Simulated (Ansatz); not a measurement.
# Hf2H: from a guess to a relaxed structure

Where does this trial cell of Hf2H go when cell and atoms are let free?

Program: Ansatz 0.2.0. Level of theory: DFT PBE, scalar-relativistic, plane waves, PAW. These are calculated values, not measurements.

### 1 The structure to begin with

The structure is cubic, space group F-43m (No. 216). Conventional cell: a = 5.943 Å, b = 5.943 Å, c = 5.943 Å, α = 90.00°, β = 90.00°, γ = 90.00°. Hf (site symmetry -43m) is surrounded by 4 Hf at 2.57 Å. Hf (site symmetry -43m) has 4 Hf at 2.57 Å and 4 H at 2.57 Å as nearest neighbours. Around H (site symmetry -43m) lie 4 Hf at 2.57 Å.

Structure file:

```xyz
3
Lattice="0.0000 2.9715 2.9715 2.9715 0.0000 2.9715 2.9715 2.9715 0.0000" Properties=species:S:1:pos:R:3 pbc="T T T"
Hf    0.0000    0.0000    0.0000
Hf    1.4858    1.4858    1.4858
H     2.9715    2.9715    2.9715
```

A structure generator made this guess: random cell by space group and Wyckoff sites (F-43m, No. 216). Its size is a rough estimate.

### 2 A first look at the guess

input.yaml reads:

```yaml
crystal:
  lattice:
    - [0.0, 2.97152926, 2.97152926]
    - [2.97152926, 0.0, 2.97152926]
    - [2.97152926, 2.97152926, 0.0]
  atoms:
    - { symbol: Hf, position: [0.0, 0.0, 0.0] }
    - { symbol: Hf, position: [0.25, 0.25, 0.25] }
    - { symbol: H, position: [0.5, 0.5, 0.5] }
basis:
  ecutwfc: 420
kpoints:
  mp_grid: { grid: [6, 6, 6] }
hamiltonian:
  xc: pbe
scf:
  occupations: { method: gaussian, width: 0.1 }
  lower_state_search: "off"
output:
  forces: true
  stress: true
  eigenvalues: true
```

The run is started by

```
$ ansatz run input.yaml --threads 1 --pin off --max-ram 2560MiB --backend cpu --events-out ev --progress --plain --runs-dir out
```

The session goes on with these runs: a loose first relaxation; final relaxation.

**Question.** What will these runs give? Wanted: conventional cell; volume; energy over the elements; gap on the mesh.

**Answer**, as computed:

| quantity | value |
| --- | --- |
| symmetry at the end (tolerance 0.05 Å) | space group F-43m (No. 216) |
| conventional cell | a = 6.459 Å, b = 6.459 Å, c = 6.459 Å, α = 90.00°, β = 90.00°, γ = 90.00° |
| volume | 22.45 Å³/atom |
| energy over the elements (uncorrected; H, N, O, F and Cl as molecules) | +1.89 eV/atom |
| gap on the mesh | none (metal) |

The space group F-43m (No. 216) is kept, and the volume per atom grows by 28.3 % from the first guess. The formation energy is positive, so the separate elements lie lower. No finished test with a distortion of lower symmetry is shown, so the end may be a saddle point. The runs treat Hf without spin-orbit coupling.
